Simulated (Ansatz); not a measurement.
# TaW: how the settings move a single-point run

Question: which choices in the input matter for TaW?

Computed with Ansatz 0.2.0 (reference: DFT, PBEsol, PAW with Ansatz's default frozen-core files, scalar-relativistic, unless a step's input says otherwise).

5 further runs of the same task are left out: 5 that didn't finish.

### 1 Starting point

Symmetry: Cm, No. 8, monoclinic system. The conventional cell has a = 3.228 Å, b = 4.614 Å, c = 4.521 Å, α = 90.00°, β = 90.00°, γ = 90.00°. Ta (site symmetry m) is surrounded by 4 W at 2.61 to 2.94 Å and 4 Ta at 2.82 Å. W (site symmetry m) has 4 Ta at 2.61 to 2.94 Å and 4 W at 2.82 Å as nearest neighbours.

As a file:

```cif
data_structure
_symmetry_space_group_name_H-M 'Cm'
_symmetry_Int_Tables_number 8
_cell_length_a 3.2283
_cell_length_b 4.6141
_cell_length_c 4.5214
_cell_angle_alpha 90.000
_cell_angle_beta 90.000
_cell_angle_gamma 90.000
_cell_volume 67.35
loop_
_atom_site_label
_atom_site_type_symbol
_atom_site_symmetry_multiplicity
_atom_site_Wyckoff_symbol
_atom_site_fract_x
_atom_site_fract_y
_atom_site_fract_z
_atom_site_occupancy
Ta1 Ta 2 a 0.98500 0.00000 0.98500 1
W1 W 2 a 0.51500 0.00000 0.51500 1
```

### 2 Reference

input.yaml

```yaml
crystal:
  lattice:
    - [1.61412879, -2.3070255, 0.0]
    - [1.61412879, 2.3070255, 0.0]
    - [0.0, 0.0, 4.52139841]
  atoms:
    - { symbol: Ta, position: [-0.015, -0.015, -0.015] }
    - { symbol: W, position: [0.515, 0.515, 0.515] }
kpoints:
  mp_grid: { grid: [11, 11, 7] }
scf:
  occupations: { method: fermi_dirac, width: 0.05 }
hamiltonian:
  xc: pbesol
  pseudopotentials: { kind: paw }
output:
  forces: true
  stress: true
  eigenvalues: true
  populations: true
```

Launch:

```
$ ansatz run input.yaml --threads 1 --pin off --max-ram 2048MiB --backend cpu --events-out ev --progress --plain --runs-dir out
```

### 3 Changed: occupations.method cold, occupations.width 0.025, chi_scale 0.1

Edit input.yaml of step 2 so:

```diff
@@ -11,3 +11,4 @@
 scf:
-  occupations: { method: fermi_dirac, width: 0.05 }
+  occupations: { method: cold, width: 0.025 }
+  initial_density: { chi_scale: 0.1 }
 hamiltonian:
```

**Question.** What will these runs give? Wanted: for each run, ending; energy change; pressure; gap; force.

The runs gave:

| run | ending | energy change | pressure (GPa) | gap (eV) | force (eV/Å) | cycles | time |
| --- | --- | --- | --- | --- | --- | --- | --- |
| reference | converged | 0 | -2.5 | 0.00 | 1.83 | 7 | 19 s |
| 1: occupations.method cold, occupations.width 0.025, chi_scale 0.1 | converged | -0.1 meV/atom (σ→0) | -2.5 | 0.00 | 1.81 | 9 | 25 s |

Residual by cycle in the longest SCF loop of each run; runs are numbered as in the table. The quantity is the density residual dr2, in eV.

| cycle | reference | run 1 |
| --- | --- | --- |
| 1 | 0.00885 | 21.1 |
| 2 | 0.0048 | 14.4 |
| 3 | 1.0e-4 | 0.286 |
| 4 | 1.8e-5 | 0.288 |
| 5 | 2.4e-6 | 0.00476 |
| 6 | 1.5e-7 | 2.3e-4 |
| 7 | 5.7e-9 | 2.9e-6 |
| 8 | - | 2.5e-7 |
| 9 | - | 1.2e-8 |

Changing the smearing and start moves the energy by -0.1 meV/atom (σ→0 values), and the largest force goes from 1.83 to 1.81 eV/Å. Cost: 9 SCF cycles against 7.
